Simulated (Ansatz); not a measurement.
# Be24H: the cost of one run

Computed with Ansatz 0.2.0 (DFT PBE, scalar-relativistic, plane waves, PAW, unless a step's input says otherwise).

The COD cell was measured well above room temperature, so it is larger than a cold one.

6 further runs of the same task are left out: 6 set aside as unsound or not needed. Runs told in other sessions of the task aren't counted.

## 1. The system as given

The structure is orthorhombic, space group Pmm2 (No. 25). Conventional cell: a = 4.525 Å, b = 7.134 Å, c = 19.869 Å, α = 90.00°, β = 90.00°, γ = 90.00°. Around Be (site symmetry 1) lie 8 Be at 2.21 to 2.26 Å. Around Be (site symmetry mm2) lie 10 Be at 2.16 to 2.26 Å. Be (site symmetry m) has 12 Be at 2.18 to 2.28 Å in its first shell of neighbours. Be (site symmetry m) is surrounded by 12 Be at 2.16 to 2.29 Å. Only part of the 15 independent sites is listed.

As a file:

```cif
data_structure
_symmetry_space_group_name_H-M 'Pmm2'
_symmetry_Int_Tables_number 25
_cell_length_a 4.5254
_cell_length_b 7.1336
_cell_length_c 19.8686
_cell_angle_alpha 90.000
_cell_angle_beta 90.000
_cell_angle_gamma 90.000
_cell_volume 641.41
loop_
_atom_site_label
_atom_site_type_symbol
_atom_site_symmetry_multiplicity
_atom_site_Wyckoff_symbol
_atom_site_fract_x
_atom_site_fract_y
_atom_site_fract_z
_atom_site_occupancy
Be1 Be 4 i 0.75000 0.25000 0.20132 1
Be2 Be 1 a 0.00000 0.00000 0.23420 1
Be3 Be 1 b 0.00000 0.50000 0.23420 1
Be4 Be 1 c 0.50000 0.00000 0.23420 1
Be5 Be 1 d 0.50000 0.50000 0.23420 1
Be6 Be 2 g 0.00000 0.25000 0.29995 1
Be7 Be 2 h 0.50000 0.25000 0.29995 1
Be8 Be 2 e 0.75000 0.00000 0.32684 1
Be9 Be 2 f 0.75000 0.50000 0.32684 1
Be10 Be 4 i 0.75000 0.25000 0.39931 1
Be11 Be 1 a 0.00000 0.00000 0.42120 1
Be12 Be 1 b 0.00000 0.50000 0.42120 1
Be13 Be 1 c 0.50000 0.00000 0.42120 1
Be14 Be 1 d 0.50000 0.50000 0.42120 1
H1 H 1 a 0.00000 0.00000 0.48562 1
```

This is the geometry of the first run shown, built on a cell relaxed beforehand with the same method.

## 2. What is varied

Atoms count from 1 in the order of the input.

H is moved over the surface cell; relaxed at each place: the height of the adsorbate's atoms; substrate rigid; the origin of the map has the adsorbate above Be21.

The axes are (1) position of H25 along the first surface vector, from above Be21: 6 values from 0.000 to 0.833, periodic; (2) position of H25 along the second surface vector, from above Be21: 8 values from 0.000 to 0.875, periodic.

Relaxed at each point: the height of the adsorbate's atoms; substrate rigid. Points are written as (first, second).

The two vectors of the plane (Å): (2.263, 0.000, 0.000); (0.000, 3.567, 0.000).

## 3. The run at (0/6, 0/8) of the map's two axes

input.yaml reads:

```yaml
crystal:
  lattice:
    - [4.5254381414, 0.0, 0.0]
    - [0.0, 7.1336190818, 0.0]
    - [0.0, 0.0, 19.8685529777]
  atoms:
    - { symbol: Be, position: [0.0, 0.375, 0.2013231665] }
    - { symbol: Be, position: [0.0, 0.875, 0.2013231665] }
    - { symbol: Be, position: [0.5, 0.375, 0.2013231665] }
    - { symbol: Be, position: [0.5, 0.875, 0.2013231665] }
    - { symbol: Be, position: [0.25, 0.125, 0.2341987732] }
    - { symbol: Be, position: [0.25, 0.625, 0.2341987732] }
    - { symbol: Be, position: [0.75, 0.125, 0.2341987732] }
    - { symbol: Be, position: [0.75, 0.625, 0.2341987732] }
    - { symbol: Be, position: [0.25, 0.375, 0.2999499865] }
    - { symbol: Be, position: [0.25, 0.875, 0.2999499865] }
    - { symbol: Be, position: [0.75, 0.375, 0.2999499865] }
    - { symbol: Be, position: [0.75, 0.875, 0.2999499865] }
    - { symbol: Be, position: [0.0, 0.125, 0.3268353583] }
    - { symbol: Be, position: [0.0, 0.625, 0.3268353583] }
    - { symbol: Be, position: [0.5, 0.125, 0.3268353583] }
    - { symbol: Be, position: [0.5, 0.625, 0.3268353583] }
    - { symbol: Be, position: [0.0, 0.375, 0.3993099146] }
    - { symbol: Be, position: [0.0, 0.875, 0.3993099146] }
    - { symbol: Be, position: [0.5, 0.375, 0.3993099146] }
    - { symbol: Be, position: [0.5, 0.875, 0.3993099146] }
    - { symbol: Be, position: [0.25, 0.125, 0.4211958962] }
    - { symbol: Be, position: [0.25, 0.625, 0.4211958962] }
    - { symbol: Be, position: [0.75, 0.125, 0.4211958962] }
    - { symbol: Be, position: [0.75, 0.625, 0.4211958962] }
    - { symbol: H, position: [0.25, 0.125, 0.4856193095] }
basis:
  ecutwfc: 420
kpoints:
  mp_grid: { grid: [6, 4, 1] }
hamiltonian:
  xc: pbe
scf:
  occupations: { method: gaussian, width: 0.1 }
output:
  forces: true
  eigenvalues: true
relax:
  adjacent_minimum: "off"
  f_tol: 0.025
  max_steps: 16
  constraints:
    - { sites: [0, 1, 2, 3, 4, 5, 6, 7, 8, 9, 10, 11, 12, 13, 14, 15, 16, 17, 18, 19, 20, 21, 22, 23] }
    - { sites: [24], fix: xy }
efield:
  axis: 3
  dipole_correction: true
  ramp_width: 0.04
```

Launch:

```
$ ansatz run input.yaml --threads 4 --pin off --max-ram 12288MiB --backend cpu --events-out ev --progress --plain --runs-dir out
```

**Question.** How long does this run take on 4 threads of Arm Neoverse N1, shared host, and how much memory does it need?

About 56 s, with a peak of 1.1 GiB.
